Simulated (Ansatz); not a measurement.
# GaSi₂H₅: a ladder of functionals and wavefunction methods

One table from this session's results is given with a row withheld; the runs are named, their logs left out.

Computed with Ansatz 0.2.0, Gaussian basis. Level: functionals in def2-TZVPP, the program's frozen cores in correlated methods.

Plan: LDA (SPW92), PBE-D4, revPBE-D4, BLYP-D4, r2SCAN-D4, B97M-V, PBE0-D4, B3LYP-D4, r2SCANh-D4, r2SCAN0-D4, HSE06-D4, BHLYP-D4, CAM-B3LYP-D4, LC-ωPBE, ωB97X-V, ωB97M-V, B2PLYP, PBE-QIDH; CCSD(T)/def2-SVP; CCSD(T)/def2-TZVPP; MP2/def2-QZVPP; extrapolation to the limit; RPA on PBE.

### Structure used throughout

All runs share one geometry, relaxed beforehand with PBE0-D4 in a triple-zeta def2 set.

8 atoms, charge 0, spin multiplicity 1.

Atoms are counted from 1 here; the program's logs count them from 0.

Bond lengths: Si1–Si2 2.339 Å, Si1–Ga3 2.591 Å, Si1–H4 1.500 Å, Si1–H5 1.500 Å, Si2–H6 1.491 Å, Si2–H7 1.490 Å, Si2–H8 1.491 Å. Angles: Si2–Si1–Ga3 113.9°, Si2–Si1–H4 106.5°, Si2–Si1–H5 106.5°, Ga3–Si1–H4 111.8°, Ga3–Si1–H5 111.9°, H4–Si1–H5 105.7°, Si1–Si2–H6 109.9°, Si1–Si2–H7 114.3°, Si1–Si2–H8 109.8°, H6–Si2–H7 107.7°, H6–Si2–H8 107.1°, H7–Si2–H8 107.7°.

The first run:

Contents of in.yaml:

```yaml
crystal:
  periodic: [false, false, false]
  atoms:
    - {symbol: Si, position_ang: [-0.958087, 0.090707, -0.598769]}
    - {symbol: Si, position_ang: [1.133600, -0.014634, 0.442442]}
    - {symbol: Ga, position_ang: [-2.890195, -0.878339, 0.830373]}
    - {symbol: H, position_ang: [-0.818954, -0.627770, -1.907876]}
    - {symbol: H, position_ang: [-1.188290, 1.530685, -0.948764]}
    - {symbol: H, position_ang: [1.097219, 0.737739, 1.729571]}
    - {symbol: H, position_ang: [2.252052, 0.535590, -0.373553]}
    - {symbol: H, position_ang: [1.464855, -1.431179, 0.770776]}
basis:
  gaussian: {orbitals: def2-TZVPP}
hamiltonian: {xc: lda}
output: {orbitals: {seedname: orbitals}}
```

Launch:

```sh
ansatz run in.yaml --threads 2 --pin off --events-out ev --progress --plain --max-ram 4352MiB
```

Among the steps run: LDA; PBE-D4 (GGA); revPBE-D4 (GGA); BLYP-D4 (GGA); r2SCAN-D4 (meta-GGA); B97M-V (meta-GGA); PBE0-D4 (hybrid); B3LYP-D4 (hybrid); r2SCANh-D4 (hybrid); r2SCAN0-D4 (hybrid); HSE06-D4 (hybrid); BHLYP-D4 (hybrid); CAM-B3LYP-D4 (range-separated); LC-ωPBE (range-separated); ωB97X-V (range-separated); ωB97M-V (range-separated); B2PLYP (double hybrid); PBE-QIDH (double hybrid).

One table of the session follows, with a row left open; its other results are not shown here.

It belongs to the step «Orbital energies across the functionals». 

| functional | HOMO (eV) | LUMO (eV) | gap (eV) |
| --- | --- | --- | --- |
| LDA (SPW92) | -5.02 | -3.17 | 1.85 |
| PBE-D4 | -4.89 | -2.97 | 1.93 |
| revPBE-D4 | -4.85 | -2.87 | 1.97 |
| BLYP-D4 | -4.74 | -2.89 | 1.85 |
| r2SCAN-D4 | -5.08 | -2.84 | 2.25 |
| B97M-V | ? | ? | ? |
| PBE0-D4 | -5.73 | -2.23 | 3.49 |
| B3LYP-D4 | -5.56 | -2.46 | 3.11 |
| r2SCANh-D4 | -5.39 | -2.57 | 2.82 |
| r2SCAN0-D4 | -5.85 | -2.18 | 3.67 |
| HSE06-D4 | -5.35 | -2.60 | 2.75 |
| BHLYP-D4 | -6.43 | -1.48 | 4.95 |
| CAM-B3LYP-D4 | -6.82 | -1.30 | 5.52 |
| LC-ωPBE | -7.97 | -0.21 | 7.76 |
| ωB97X-V | -7.70 | -0.34 | 7.36 |
| ωB97M-V | -7.57 | -0.53 | 7.04 |

Q: Estimate the row for B97M-V from the others.

As computed: HOMO (eV): -5.07; LUMO (eV): -2.93; gap (eV): 2.15. In the column «HOMO (eV)» it lies between r2SCAN-D4 (-5.08) and LDA (SPW92) (-5.02).
